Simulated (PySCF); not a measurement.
# C₉H₁₄O: circular dichroism and optical rotation, excited states, first hyperpolarisability

Wanted: circular dichroism and optical rotation, excited states, first hyperpolarisability for C₉H₁₄O (`COC1=C=CCCCCC1`).

Computed with PySCF 2.14.0 and routines of our own; the level stands in each step. Atoms count from 0.

## (1) The starting structure

24 atoms, charge 0, multiplicity 1; geometry from: GFN2-xTB.

## (2) Optimising the geometry at PBE0-D3(BJ)/def2-SVP

The job: settings as JSON, then the geometry in Å.

```
{"job": {"xc": "PBE0", "basis": "def2-SVP", "d3": "d3bj", "grid": 2, "kind": "geom"}, "charge": 0, "multiplicity": 1}
C      2.967646     0.224726    -0.686157
O      2.223660    -0.896541    -0.286032
C      1.129837    -0.607395     0.486087
C      0.818781     0.566606     0.975300
C      0.060891     1.598326     1.201810
C     -1.057507     1.942172     0.247169
C     -1.414348     0.762326    -0.661000
C     -1.870361    -0.491116     0.114605
C     -1.006391    -1.743254    -0.095751
C      0.254940    -1.797350     0.781292
H      3.820213    -0.148051    -1.250438
H      2.369288     0.892736    -1.315889
H      3.313284     0.792372     0.185791
H      0.183351     2.237025     2.065933
H     -1.931198     2.230840     0.838095
H     -0.779891     2.806111    -0.365816
H     -0.546416     0.517590    -1.274181
H     -2.208608     1.081894    -1.339144
H     -2.888119    -0.738919    -0.194757
H     -1.903839    -0.267701     1.181960
H     -1.609287    -2.625155     0.136071
H     -0.716528    -1.810948    -1.146301
H     -0.035275    -1.798398     1.832917
H      0.814141    -2.708132     0.564513
```

Started as:

```sh
$ OMP_NUM_THREADS=1 python excited_run.py task.json out
```

The driver reads the jobs from task.json and runs them one after another.

Standard output:

```text
step   0  E = -425.74348396  max force = 0.022617
step   1  E = -425.74655914  max force = 0.005480
step   2  E = -425.74685267  max force = 0.004190
step   3  E = -425.74702958  max force = 0.001941
step   4  E = -425.74712541  max force = 0.000442
step   5  E = -425.74716135  max force = 0.000781
step   6  E = -425.74719130  max force = 0.000666
step   7  E = -425.74719765  max force = 0.000420
optimisation converged
```

Run time: 3.1 min. Hardware: 1 thread of Arm Neoverse V2, shared host; peak memory 0.96 GiB.

The steps of the relaxation:

| step | energy from step 0 (eV) | largest force component (eV/Å) |
| --- | --- | --- |
| 0 | 0.0000 | 1.1630 |
| 1 | -0.0837 | 0.2818 |
| 2 | -0.0917 | 0.2155 |
| 3 | -0.0965 | 0.0998 |
| 4 | -0.0991 | 0.0227 |
| 5 | -0.1001 | 0.0402 |
| 6 | -0.1009 | 0.0342 |
| 7 | -0.1011 | 0.0216 |

Distances of close pairs at the start and the end, largest changes first:

| bond | before (Å) | after (Å) | change (Å) |
| --- | --- | --- | --- |
| O1–C2 | 1.370 | 1.351 | -0.019 |
| C4–H13 | 1.081 | 1.098 | +0.017 |
| C3–C4 | 1.300 | 1.315 | +0.015 |
| C2–C3 | 1.309 | 1.325 | +0.015 |
| C7–H19 | 1.091 | 1.105 | +0.014 |
| C6–H16 | 1.091 | 1.103 | +0.013 |
| C5–H14 | 1.094 | 1.106 | +0.013 |
| C8–H21 | 1.092 | 1.104 | +0.012 |

The final coordinates are the input of the step that follows.

| at the end point | value |
| --- | --- |
| point group (found at 0.08 Å tolerance) | C1 |
| rotational constants (GHz, main isotopes) | 1.748, 1.200, 0.886 |
| dipole moment (D) | 1.05 |

## (3) Circular dichroism and optical rotation: TDDFT CAM-B3LYP/def2-SVPD

The job: settings as JSON, then the geometry in Å.

```
{"job": {"kind": "ecd", "xc": "CAM-B3LYP", "basis": "def2-SVPD", "nstates": 12}, "charge": 0, "multiplicity": 1}
C      1.907173     0.527354    -0.096501
O      1.207072    -0.581154     0.402887
C      0.257938    -0.308731     1.324731
C     -0.003680     0.885621     1.834293
C     -0.770907     1.924432     2.084003
C     -1.994632     2.202980     1.244842
C     -2.388576     1.059361     0.313907
C     -2.798289    -0.256030     1.015687
C     -1.885828    -1.475103     0.822146
C     -0.602890    -1.489838     1.662062
H      2.675531     0.144638    -0.780371
H      1.237384     1.215481    -0.640733
H      2.382064     1.093713     0.724868
H     -0.574666     2.600087     2.927593
H     -2.831432     2.425109     1.933292
H     -1.850357     3.130859     0.660870
H     -1.560166     0.864254    -0.388231
H     -3.225108     1.412864    -0.309922
H     -3.798355    -0.542669     0.652953
H     -2.923255    -0.072846     2.097839
H     -2.459488    -2.385204     1.065667
H     -1.616198    -1.563918    -0.244850
H     -0.859758    -1.465238     2.731456
H     -0.034159    -2.414132     1.474085
```

With the program's defaults for keys left out, this is: TDDFT CAM-B3LYP/def2-SVPD circular dichroism and optical rotation, one conformer, gas phase.

Standard output:

```text
coarse grid: 19544 points
cycle   1  E = -425.8521130505  dE =  1.555e+00  |g| = 5.402e-01  |ddm| = 9.857e+00
cycle   2  E = -425.8548562632  dE = -2.743e-03  |g| = 5.890e-01  |ddm| = 2.621e+00
cycle   3  E = -425.9192783587  dE = -6.442e-02  |g| = 7.271e-02  |ddm| = 1.332e+00
cycle   4  E = -425.9199048078  dE = -6.264e-04  |g| = 4.584e-02  |ddm| = 1.980e-01
cycle   5  E = -425.9203857288  dE = -4.809e-04  |g| = 9.335e-03  |ddm| = 1.167e-01
cycle   6  E = -425.9204046633  dE = -1.893e-05  |g| = 3.004e-03  |ddm| = 2.814e-02
cycle   7  E = -425.9204069733  dE = -2.310e-06  |g| = 5.830e-04  |ddm| = 8.166e-03
final grid: 187288 points
cycle   8  E = -426.0156201240  dE = -7.356e-05  |g| = 4.064e-03  |ddm| = 2.095e-01
cycle   9  E = -426.0156212818  dE = -1.158e-06  |g| = 3.751e-03  |ddm| = 2.714e-02
cycle  10  E = -426.0156244536  dE = -3.172e-06  |g| = 6.872e-04  |ddm| = 7.968e-03
cycle  11  E = -426.0156245320  dE = -7.835e-08  |g| = 3.042e-04  |ddm| = 2.360e-03
cycle  12  E = -426.0156245514  dE = -1.944e-08  |g| = 8.830e-05  |ddm| = 8.655e-04
cycle  13  E = -426.0156245533  dE = -1.872e-09  |g| = 2.001e-05  |ddm| = 3.968e-04
cycle  14  E = -426.0156245534  dE = -1.171e-10  |g| = 8.982e-06  |ddm| = 8.974e-05
converged SCF energy = -426.0156245534

Singlet excitations and rotatory strengths (1e-40 esu^2 cm^2)
state   eV       nm     f(len)   f(vel)    R(len)    R(vel)   main configurations
  1   4.7094   263.3  0.00661  0.00633    30.702    30.956   H->L 0.70, H->L+2 0.13, H->L+1 0.08
  2   6.0154   206.1  0.01396  0.01383   -10.513    -9.759   H-1->L 0.41, H->L 0.12, H->L+2 0.10
  3   6.2274   199.1  0.03386  0.03391    -4.875    -4.457   H->L+1 0.47, H-1->L 0.13, H->L 0.13
  4   6.5440   189.5  0.26039  0.25373    47.408    48.304   H->L+2 0.38, H->L+1 0.32
  5   6.8043   182.2  0.05046  0.04912   -22.243   -21.690   H->L+3 0.61, H->L+4 0.26
  6   6.9501   178.4  0.02511  0.02453    34.220    34.590   H->L+5 0.68, H->L+2 0.15
  7   7.0874   174.9  0.07803  0.07730   -44.890   -39.067   H-1->L+1 0.23, H-1->L 0.19, H-1->L+2 0.16
  8   7.1715   172.9  0.02132  0.02129    23.098    22.243   H->L+4 0.34, H-1->L+1 0.20, H->L+3 0.09
  9   7.4285   166.9  0.23961  0.23588     6.204     2.613   H-1->L+2 0.23, H-1->L+1 0.18, H-1->L+4 0.13
 10   7.5767   163.6  0.01606  0.01531   -17.418   -17.005   H->L+6 0.50, H->L+7 0.14
 11   7.7528   159.9  0.00243  0.00277     6.509     5.425   H->L+7 0.47, H->L+8 0.11, H-1->L+3 0.09
 12   7.8142   158.7  0.00255  0.00228    -4.295    -3.836   H-1->L+3 0.36, H->L+7 0.15, H-1->L+4 0.11

Specific rotation (deg / (dm g/mL))
    nm     length   length(OI)   velocity    alpha(len)  alpha(vel)
  633.0     497.50     498.42     519.42      112.799    112.141
  589.3     592.87     593.99     618.79      113.271    112.609
  546.0     719.73     721.13     750.86      113.865    113.199
  436.0    1355.54    1358.45    1411.17      116.391    115.706
  405.0    1721.36    1725.16    1789.94      117.579    116.884
  365.0    2525.46    2531.13    2619.97      119.713    118.999
  355.0    2835.09    2841.44    2938.74      120.400    119.680
```

Run time: 4.5 min. Hardware: 1 thread of Arm Neoverse V2, shared host; peak memory 1.5 GiB.

## (4) Excited states: TDA wB97X-D/def2-SVPD

The job, as its differences from that of step 3:

```diff
@@ -1,2 +1,2 @@
-{"job": {"kind": "ecd", "xc": "CAM-B3LYP", "basis": "def2-SVPD", "nstates": 12}, "charge": 0, "multiplicity": 1}
+{"job": {"kind": "states", "xc": "wB97X-D", "basis": "def2-SVPD", "tda": true, "soc": true, "nstates": 6, "ntriplets": 5, "nquad": 4}, "charge": 0, "multiplicity": 1}
 C      1.907173     0.527354    -0.096501
```

Method: TDA wB97X-D/def2-SVPD excited states, vertical, gas phase, spin-orbit mean-field couplings.

Standard output:

```text
coarse grid: 19544 points
cycle   1  E = -425.9649653491  dE =  1.650e+00  |g| = 5.234e-01  |ddm| = 8.868e+00
cycle   2  E = -425.9797516280  dE = -1.479e-02  |g| = 5.223e-01  |ddm| = 2.289e+00
cycle   3  E = -426.0285173102  dE = -4.877e-02  |g| = 6.646e-02  |ddm| = 1.157e+00
cycle   4  E = -426.0291842486  dE = -6.669e-04  |g| = 3.956e-02  |ddm| = 2.084e-01
cycle   5  E = -426.0295534163  dE = -3.692e-04  |g| = 7.747e-03  |ddm| = 1.094e-01
cycle   6  E = -426.0295684056  dE = -1.499e-05  |g| = 2.347e-03  |ddm| = 2.955e-02
cycle   7  E = -426.0295700465  dE = -1.641e-06  |g| = 6.469e-04  |ddm| = 1.093e-02
final grid: 187288 points
cycle   8  E = -426.1077739012  dE = -1.644e-04  |g| = 4.052e-03  |ddm| = 2.901e-01
cycle   9  E = -426.1077779778  dE = -4.077e-06  |g| = 2.611e-03  |ddm| = 3.564e-02
cycle  10  E = -426.1077794680  dE = -1.490e-06  |g| = 8.385e-04  |ddm| = 7.306e-03
cycle  11  E = -426.1077796134  dE = -1.455e-07  |g| = 4.120e-04  |ddm| = 3.698e-03
cycle  12  E = -426.1077796514  dE = -3.798e-08  |g| = 7.444e-05  |ddm| = 1.026e-03
cycle  13  E = -426.1077796531  dE = -1.662e-09  |g| = 1.961e-05  |ddm| = 3.866e-04
cycle  14  E = -426.1077796533  dE = -1.766e-10  |g| = 9.022e-06  |ddm| = 2.035e-04
converged SCF energy = -426.1077796533

Singlet excitations
state   eV       nm        f     d(h-e)  d(exc)  Lambda  PR(NTO)  |dmu|/D   mu/D   main configurations
  1   4.7777   259.5   0.00709   0.862   2.626   0.635   1.014    1.998    1.543   H->L 0.78, H->L+2 0.14
  2   6.1519   201.5   0.01431   0.889   2.757   0.608   1.128    2.150    3.150   H-1->L 0.48, H-1->L+2 0.13, H->L+2 0.08
  3   6.4802   191.3   0.05400   0.358   3.517   0.436   1.288    2.366    3.176   H->L+1 0.52, H->L+2 0.11
  4   6.9088   179.5   0.26876   0.511   3.453   0.478   1.157    1.478    0.672   H->L+2 0.43, H->L+1 0.29
  5   7.1490   173.4   0.09977   0.926   3.929   0.339   1.173                     H->L+3 0.41, H->L+4 0.31
  6   7.2889   170.1   0.04734   0.600   3.685   0.428   1.166                     H->L+5 0.61, H->L+3 0.14

Triplet excitations (Tamm-Dancoff)
state   eV     d(h-e)  d(exc)  Lambda  PR(NTO)   main configurations
  1   3.7333   0.219   2.373   0.620   1.068   H->L 0.75
  2   4.4382   0.127   2.241   0.663   1.229   H-1->L 0.70, H-1->L+2 0.09
  3   4.7936   0.603   2.522   0.542   1.033   H->L+2 0.52, H->L+5 0.13, H->L 0.13
  4   6.1579   1.014   2.640   0.512   1.012   H-1->L+2 0.51, H-1->L+5 0.16, H-1->L 0.12
  5   6.5039   0.634   3.714   0.385   1.027   H->L+1 0.73
S1 - T1 = 1.0444 eV

Spin-orbit couplings |<S|Hso|T>| (cm-1)
             T1       T2       T3       T4       T5
S0        3.251    2.295   11.483   10.302    4.449
S1        4.535    3.965    4.458    0.373    1.468
S2        3.448    4.808    0.932    3.619    0.490
S3        2.137    2.912    0.694    1.265    1.012
S4        2.792    1.840    3.837    2.555    2.112
S5        0.717    0.588    1.147    1.189    1.291
S6        1.390    0.646    3.189    1.133    0.868
T1 sublevels (cm-1): 0.000 0.000 0.004   radiative rates (1/s): 1.4 0.53 10.7
```

It took 1.8 min on 1 thread of Arm Neoverse V2, shared host; peak memory 1.4 GiB.

In short:

| quantity | value |
| --- | --- |
| S1 less T1 | 1.04 eV |

## (5) Excited states: TDDFT CAM-B3LYP/def2-SVPD

The job, as its differences from that of step 4:

```diff
@@ -1,2 +1,2 @@
-{"job": {"kind": "states", "xc": "wB97X-D", "basis": "def2-SVPD", "tda": true, "soc": true, "nstates": 6, "ntriplets": 5, "nquad": 4}, "charge": 0, "multiplicity": 1}
+{"job": {"kind": "states", "xc": "CAM-B3LYP", "basis": "def2-SVPD", "tpa": true, "nstates": 8, "nquad": 6, "ntriplets": 0}, "charge": 0, "multiplicity": 1}
 C      1.907173     0.527354    -0.096501
```

With the program's defaults for keys left out, this is: TDDFT CAM-B3LYP/def2-SVPD excited states, vertical, gas phase, two-photon moments by quadratic response.

Standard output:

```text
coarse grid: 19544 points
cycle   1  E = -425.8521130505  dE =  1.555e+00  |g| = 5.402e-01  |ddm| = 9.857e+00
cycle   2  E = -425.8548562632  dE = -2.743e-03  |g| = 5.890e-01  |ddm| = 2.621e+00
cycle   3  E = -425.9192783587  dE = -6.442e-02  |g| = 7.271e-02  |ddm| = 1.332e+00
cycle   4  E = -425.9199048078  dE = -6.264e-04  |g| = 4.584e-02  |ddm| = 1.980e-01
cycle   5  E = -425.9203857288  dE = -4.809e-04  |g| = 9.335e-03  |ddm| = 1.167e-01
cycle   6  E = -425.9204046633  dE = -1.893e-05  |g| = 3.004e-03  |ddm| = 2.814e-02
cycle   7  E = -425.9204069733  dE = -2.310e-06  |g| = 5.830e-04  |ddm| = 8.166e-03
final grid: 187288 points
cycle   8  E = -426.0156201240  dE = -7.356e-05  |g| = 4.064e-03  |ddm| = 2.095e-01
cycle   9  E = -426.0156212818  dE = -1.158e-06  |g| = 3.751e-03  |ddm| = 2.714e-02
cycle  10  E = -426.0156244536  dE = -3.172e-06  |g| = 6.872e-04  |ddm| = 7.968e-03
cycle  11  E = -426.0156245320  dE = -7.835e-08  |g| = 3.042e-04  |ddm| = 2.360e-03
cycle  12  E = -426.0156245514  dE = -1.944e-08  |g| = 8.830e-05  |ddm| = 8.655e-04
cycle  13  E = -426.0156245533  dE = -1.872e-09  |g| = 2.001e-05  |ddm| = 3.968e-04
cycle  14  E = -426.0156245534  dE = -1.171e-10  |g| = 8.982e-06  |ddm| = 8.974e-05
converged SCF energy = -426.0156245534

Singlet excitations
state   eV       nm        f     d(h-e)  d(exc)  Lambda  PR(NTO)  |dmu|/D   mu/D   delta(TPA)   sigma/GM   main configurations
  1   4.7095   263.3   0.00661   0.846   2.649   0.566   1.023    1.961    1.469        4.48      0.036   H->L 0.70, H->L+2 0.13, H->L+1 0.08
  2   6.0155   206.1   0.01397   0.740   2.887   0.532   1.339    1.989    3.003       16.99      0.225   H-1->L 0.41, H->L 0.12, H->L+2 0.10
  3   6.2275   199.1   0.03383   0.518   3.632   0.472   1.497    2.364    2.829       42.04      0.597   H->L+1 0.47, H-1->L 0.13, H->L 0.13
  4   6.5443   189.5   0.26030   0.502   3.511   0.448   1.267    1.263    0.510       40.98      0.643   H->L+2 0.38, H->L+1 0.32
  5   6.8044   182.2   0.05051   1.099   4.101   0.316   1.077    2.975    2.403       70.19      1.191   H->L+3 0.61, H->L+4 0.26
  6   6.9502   178.4   0.02515   0.831   3.843   0.499   1.114    3.755    4.538       70.44      1.247   H->L+5 0.68, H->L+2 0.15
  7   7.0875   174.9   0.07807   0.584   3.580   0.457   1.463                                            H-1->L+1 0.23, H-1->L 0.19, H-1->L+2 0.16
  8   7.1715   172.9   0.02132   1.080   4.248   0.371   1.774                                            H->L+4 0.34, H-1->L+1 0.20, H->L+3 0.09
```

Wall time 2.6 min (1 thread of Arm Neoverse V2, shared host); peak memory 1.5 GiB.

## (6) First hyperpolarisability: quadratic response CAM-B3LYP/def2-SVPD

The job, as its differences from that of step 5:

```diff
@@ -1,2 +1,2 @@
-{"job": {"kind": "states", "xc": "CAM-B3LYP", "basis": "def2-SVPD", "tpa": true, "nstates": 8, "nquad": 6, "ntriplets": 0}, "charge": 0, "multiplicity": 1}
+{"job": {"kind": "beta", "xc": "CAM-B3LYP", "basis": "def2-SVPD"}, "charge": 0, "multiplicity": 1}
 C      1.907173     0.527354    -0.096501
```

Level: quadratic response CAM-B3LYP/def2-SVPD first hyperpolarisability, Taylor convention, gas phase.

Standard output:

```text
coarse grid: 19544 points
cycle   1  E = -425.8521130505  dE =  1.555e+00  |g| = 5.402e-01  |ddm| = 9.857e+00
cycle   2  E = -425.8548562632  dE = -2.743e-03  |g| = 5.890e-01  |ddm| = 2.621e+00
cycle   3  E = -425.9192783587  dE = -6.442e-02  |g| = 7.271e-02  |ddm| = 1.332e+00
cycle   4  E = -425.9199048078  dE = -6.264e-04  |g| = 4.584e-02  |ddm| = 1.980e-01
cycle   5  E = -425.9203857288  dE = -4.809e-04  |g| = 9.335e-03  |ddm| = 1.167e-01
cycle   6  E = -425.9204046633  dE = -1.893e-05  |g| = 3.004e-03  |ddm| = 2.814e-02
cycle   7  E = -425.9204069733  dE = -2.310e-06  |g| = 5.830e-04  |ddm| = 8.166e-03
final grid: 187288 points
cycle   8  E = -426.0156201240  dE = -7.356e-05  |g| = 4.064e-03  |ddm| = 2.095e-01
cycle   9  E = -426.0156212818  dE = -1.158e-06  |g| = 3.751e-03  |ddm| = 2.714e-02
cycle  10  E = -426.0156244536  dE = -3.172e-06  |g| = 6.872e-04  |ddm| = 7.968e-03
cycle  11  E = -426.0156245320  dE = -7.835e-08  |g| = 3.042e-04  |ddm| = 2.360e-03
cycle  12  E = -426.0156245514  dE = -1.944e-08  |g| = 8.830e-05  |ddm| = 8.655e-04
cycle  13  E = -426.0156245533  dE = -1.872e-09  |g| = 2.001e-05  |ddm| = 3.968e-04
cycle  14  E = -426.0156245534  dE = -1.171e-10  |g| = 8.982e-06  |ddm| = 8.974e-05
converged SCF energy = -426.0156245534

Lowest singlets (eV, f): 4.7095 0.0066  6.0155 0.0140  6.2275 0.0338

First hyperpolarisability (au)
process     nm      |vector|   parallel      HRS      DR
static         -      151.58      -4.46      59.44   6.149
shg       1907.0      158.75      -4.56      62.36   6.075
eope      1907.0      153.90      -4.49          -       -
shg       1064.0      177.04      -4.81      69.86   5.879
eope      1064.0      159.28      -4.57          -       -
```

It took 1.9 min on 1 thread of Arm Neoverse V2, shared host; peak memory 1.5 GiB.

## (7) Circular dichroism and optical rotation: TDDFT CAM-B3LYP/def2-SVPD in benzene

The job, as its differences from that of step 6:

```diff
@@ -1,2 +1,2 @@
-{"job": {"kind": "beta", "xc": "CAM-B3LYP", "basis": "def2-SVPD"}, "charge": 0, "multiplicity": 1}
+{"job": {"kind": "ecd", "xc": "CAM-B3LYP", "basis": "def2-SVPD", "nstates": 12, "solvent": "benzene"}, "charge": 0, "multiplicity": 1}
 C      1.907173     0.527354    -0.096501
```

With the program's defaults for keys left out, this is: TDDFT CAM-B3LYP/def2-SVPD circular dichroism and optical rotation, one conformer, IEF-PCM benzene (non-equilibrium linear response, no local-field factor).

Standard output:

```text
coarse grid: 19544 points
cycle   1  E = -425.8557826156  dE =  1.552e+00  |g| = 5.357e-01  |ddm| = 9.857e+00
cycle   2  E = -425.8599616186  dE = -4.179e-03  |g| = 5.777e-01  |ddm| = 2.589e+00
cycle   3  E = -425.9215539217  dE = -6.159e-02  |g| = 7.036e-02  |ddm| = 1.293e+00
cycle   4  E = -425.9221812066  dE = -6.273e-04  |g| = 4.278e-02  |ddm| = 1.867e-01
cycle   5  E = -425.9225990335  dE = -4.178e-04  |g| = 8.451e-03  |ddm| = 1.110e-01
cycle   6  E = -425.9226143705  dE = -1.534e-05  |g| = 2.782e-03  |ddm| = 2.613e-02
cycle   7  E = -425.9226163549  dE = -1.984e-06  |g| = 5.264e-04  |ddm| = 7.856e-03
final grid: 187288 points
cycle   8  E = -426.0178058354  dE = -7.372e-05  |g| = 4.023e-03  |ddm| = 2.094e-01
cycle   9  E = -426.0178070633  dE = -1.228e-06  |g| = 3.663e-03  |ddm| = 2.681e-02
cycle  10  E = -426.0178100845  dE = -3.021e-06  |g| = 6.654e-04  |ddm| = 7.784e-03
cycle  11  E = -426.0178101569  dE = -7.239e-08  |g| = 2.998e-04  |ddm| = 2.267e-03
cycle  12  E = -426.0178101760  dE = -1.911e-08  |g| = 7.781e-05  |ddm| = 8.626e-04
cycle  13  E = -426.0178101775  dE = -1.497e-09  |g| = 1.815e-05  |ddm| = 3.776e-04
cycle  14  E = -426.0178101776  dE = -1.043e-10  |g| = 8.439e-06  |ddm| = 9.009e-05
converged SCF energy = -426.0178101776

Singlet excitations and rotatory strengths (1e-40 esu^2 cm^2)
state   eV       nm     f(len)   f(vel)    R(len)    R(vel)   main configurations
  1   4.7170   262.8  0.01105  0.01067    39.876    40.030   H->L 0.73, H->L+2 0.12
  2   5.9803   207.3  0.02111  0.02099   -12.436   -11.675   H-1->L 0.42, H->L+2 0.12, H->L 0.11
  3   6.2195   199.3  0.11461  0.11274    -9.798    -8.867   H->L+1 0.33, H-1->L 0.20, H->L 0.11
  4   6.4874   191.1  0.41560  0.40627    44.289    46.369   H->L+1 0.43, H->L+2 0.29, H->L+5 0.11
  5   6.8384   181.3  0.06471  0.06328   -35.510   -34.956   H->L+3 0.56, H->L+4 0.27
  6   6.9667   178.0  0.03697  0.03600    29.444    30.248   H->L+5 0.69, H->L+2 0.16
  7   7.0855   175.0  0.08954  0.08911   -62.643   -59.252   H-1->L+2 0.29, H-1->L 0.16, H->L+3 0.13
  8   7.2008   172.2  0.04752  0.04842    40.174    38.842   H-1->L+1 0.34, H->L+4 0.23, H-1->L+4 0.10
  9   7.3946   167.7  0.18339  0.18130    -2.633    -5.390   H->L+4 0.22, H-1->L+1 0.15, H-1->L+2 0.15
 10   7.6472   162.1  0.02248  0.02157   -21.023   -20.573   H->L+6 0.48, H->L+7 0.18
 11   7.8123   158.7  0.00361  0.00391    10.114     9.172   H->L+7 0.44, H->L+8 0.12, H->L+6 0.10
 12   7.8805   157.3  0.00205  0.00180    -4.437    -3.952   H-1->L+3 0.38, H->L+7 0.13, H-1->L+1 0.10

Specific rotation (deg / (dm g/mL))
    nm     length   length(OI)   velocity    alpha(len)  alpha(vel)
  633.0     485.40     486.39     508.34      130.792    130.007
  589.3     580.64     581.85     607.76      131.429    130.639
  546.0     708.35     709.87     740.91      132.235    131.439
  436.0    1364.27    1367.50    1422.37      135.680    134.856
  405.0    1752.31    1756.56    1823.85      137.315    136.476
  365.0    2627.81    2634.23    2726.00      140.276    139.410
  355.0    2971.96    2979.18    3079.47      141.236    140.361
```

Wall time 4.6 min (1 thread of Arm Neoverse V2, shared host); peak memory 1.6 GiB.

## (8) What came out

```
                                                                                                  quantity                                                          value
                                                                                               point group                                                             C1
                                                                      rotational constants (main isotopes)                                           1.75, 1.20, 0.89 GHz
           state of largest rotatory strength (velocity form) among 12 (step 3, TDDFT CAM-B3LYP/def2-SVPD)  6.54 eV, R = +48.3 (velocity), +47.4 (length) ·10⁻⁴⁰ esu² cm²
                                         specific rotation at 633.0 nm (step 3, TDDFT CAM-B3LYP/def2-SVPD)                               519.4 (velocity), 497.5 (length)
                                                                S1 less T1 (step 4, TDA wB97X-D/def2-SVPD)                                                        1.04 eV
                                                 β vector (step 6, quadratic response CAM-B3LYP/def2-SVPD)            static 152, SHG 1907.0 nm 159, SHG 1064.0 nm 177 au
state of largest rotatory strength (velocity form) among 12 (step 7, TDDFT CAM-B3LYP/def2-SVPD in benzene)  7.09 eV, R = -59.3 (velocity), -62.6 (length) ·10⁻⁴⁰ esu² cm²
                              specific rotation at 633.0 nm (step 7, TDDFT CAM-B3LYP/def2-SVPD in benzene)                               508.3 (velocity), 485.4 (length)
```

**Reading.** The optimisation took 7 steps and gained 0.101 eV; among the close pairs (by a distance rule), O1–C2 changed most, from 1.370 to 1.351 Å. Rotations belong to one conformer and to the handedness of the start. In step 4, the number of triplets below S1 is 2, and the largest singlet-triplet spin-orbit coupling is S0–T3, 11.48 cm⁻¹. β grows from 152 au (static) to 177 au for doubling at 1064.0 nm: normal dispersion, which grows as twice the photon energy moves toward the bright states.
